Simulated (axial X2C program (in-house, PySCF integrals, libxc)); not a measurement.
**A two-component session on BrCl⁻: properties at the nuclei**

Aim: properties at the nuclei of BrCl⁻, with spin–orbit coupling in the Hamiltonian from the start.

The runs use an in-house X2C program for linear molecules on PySCF integrals; two-component X2C with atomic mean-field terms, Br dyall-acv3z, Cl dyall-av3z.

All values are calculated.

## (1) Input

File task.json:

```json
{
 "zs": [
  35,
  17
 ],
 "q": -1,
 "bas": [
  "dyall-acv3z",
  "dyall-av3z"
 ],
 "r0": 2.13,
 "levels": [
  "PBE0",
  "HF",
  "LDA",
  "BP86",
  "B3LYP"
 ],
 "nst": 3
}
```

Keys: zs atomic numbers; q charge; bas basis sets; r0 starting distance in Å; levels methods (HF also brings MP2); nst determinants followed.

On the command line:

```console
> python soeom.py task.json out
```

Nuclei are Gaussian, cores are contracted, and the Gaunt term is on.

## (2) Expectation values, lowest determinant

R = 2.758 Å. State: Ω = 1/2 (excess of +ω over −ω: ω = 1/2).

Output of the PBE0 run:

```text
two-component X2C + atomic mean field  PBE0
basis functions 180  fitting functions 941  grid points 5083
iter        total energy     max residual
   1      -3066.651126214     7.46e-05
   2      -3066.651126223     2.26e-05
   3      -3066.651126230     1.72e-05
   4      -3066.651126231     6.07e-06
converged
one-electron -4498.93874627  Coulomb 1440.25183930  exact exchange -29.73068454  xc functional -91.32757130  nuclear repulsion 114.16259626  atomic mean-field constant -1.06855969
```

The highest occupied spinor is 52% Br p, 38% Cl p, 3% Br d.

| level | Eeff magnitude (GV/cm) | Ws magnitude Br (kHz) | A∥/gI Br (MHz) | qzz Br (a.u.) | A∥/gI Cl (MHz) | qzz Cl (a.u.) |
| --- | --- | --- | --- | --- | --- | --- |
| PBE0 | 2.05 | 2.03 | 770 | 5.66 | 433 | 2.53 |
| HF | 2.65 | 2.62 | 1020 | 6.54 | 526 | 2.30 |
| LDA | 1.75 | 1.73 | 733 | 5.51 | 408 | 2.53 |
| BP86 | 1.83 | 1.81 | 721 | 5.44 | 408 | 2.50 |
| B3LYP | 1.95 | 1.93 | 776 | 5.59 | 439 | 2.53 |

Eeff is the effective electric field on the electron dipole moment in this Ω state and Ws the scalar–pseudoscalar constant (defined with the proton number Z and per Ω); A∥ is the parallel hyperfine constant, which follows by multiplying with the nuclear g factor gI = μI/(I μN); qzz is the electric field gradient, eQq0 = 234.96 MHz × Q/barn × qzz. The operators were transformed with the bare-nucleus X2C matrices.

## (3) Expectation values, a higher determinant

R = 2.758 Å. State: Ω = 3/2 (excess of +ω over −ω: ω = 3/2), 1.34 eV above the lowest in the PBE0 search for states (made at or near this distance, with looser thresholds).

Output of the PBE0 run:

```text
two-component X2C + atomic mean field  PBE0
basis functions 180  fitting functions 941  grid points 5083
iter        total energy     max residual
   1      -3066.602005722     2.24e-05
   2      -3066.602005723     7.41e-06
converged
one-electron -4498.89696532  Coulomb 1440.25143548  exact exchange -29.72541498  xc functional -91.32509748  nuclear repulsion 114.16259626  atomic mean-field constant -1.06855969
```

The highest occupied spinor is 46% Br p, 42% Cl p, 4% Br d.

| level | Eeff magnitude (GV/cm) | Ws magnitude Br (kHz) | A∥/gI Br (MHz) | qzz Br (a.u.) | A∥/gI Cl (MHz) | qzz Cl (a.u.) |
| --- | --- | --- | --- | --- | --- | --- |
| PBE0 | 0.0304 | 0.00471 | 357 | -3.90 | 153 | -1.56 |
| HF | 0.176 | 0.0482 | 540 | -5.91 | 25.3 | -0.66 |
| LDA | 0.0313 | 0.00614 | 353 | -3.67 | 159 | -1.57 |
| BP86 | 0.0235 | 0.00349 | 340 | -3.64 | 154 | -1.55 |
| B3LYP | 0.0402 | 0.00821 | 362 | -3.92 | 158 | -1.61 |

## (4) Results

```
                                        quantity                                    value
                              lowest determinant  Ω = 1/2 (excess of +ω over −ω: ω = 1/2)
                    Eeff magnitude (GV/cm), PBE0                                     2.05
                     Ws magnitude Br (kHz), PBE0                                     2.03
                            A∥/gI Br (MHz), PBE0                                      770
                             qzz Br (a.u.), PBE0                                     5.66
                              higher determinant  Ω = 3/2 (excess of +ω over −ω: ω = 3/2)
Eeff magnitude (GV/cm), PBE0, higher determinant                                   0.0304
 Ws magnitude Br (kHz), PBE0, higher determinant                                  0.00471
        A∥/gI Br (MHz), PBE0, higher determinant                                      357
         qzz Br (a.u.), PBE0, higher determinant                                    -3.90
```

What this shows: In the first state, the effective field runs from 1.75 to 2.65 GV/cm over the mean-field levels. The expectation values come from single determinants, which for open shells can mix terms of unlike spin or miss the lowest Ω, so a determinant need not be a state. Eeff is the effective electric field on the electron dipole moment in this Ω state and Ws the scalar–pseudoscalar constant (defined with the proton number Z and per Ω); A∥ is the parallel hyperfine constant, which follows by multiplying with the nuclear g factor gI = μI/(I μN); qzz is the electric field gradient, eQq0 = 234.96 MHz × Q/barn × qzz. The operators were transformed with the bare-nucleus X2C matrices.
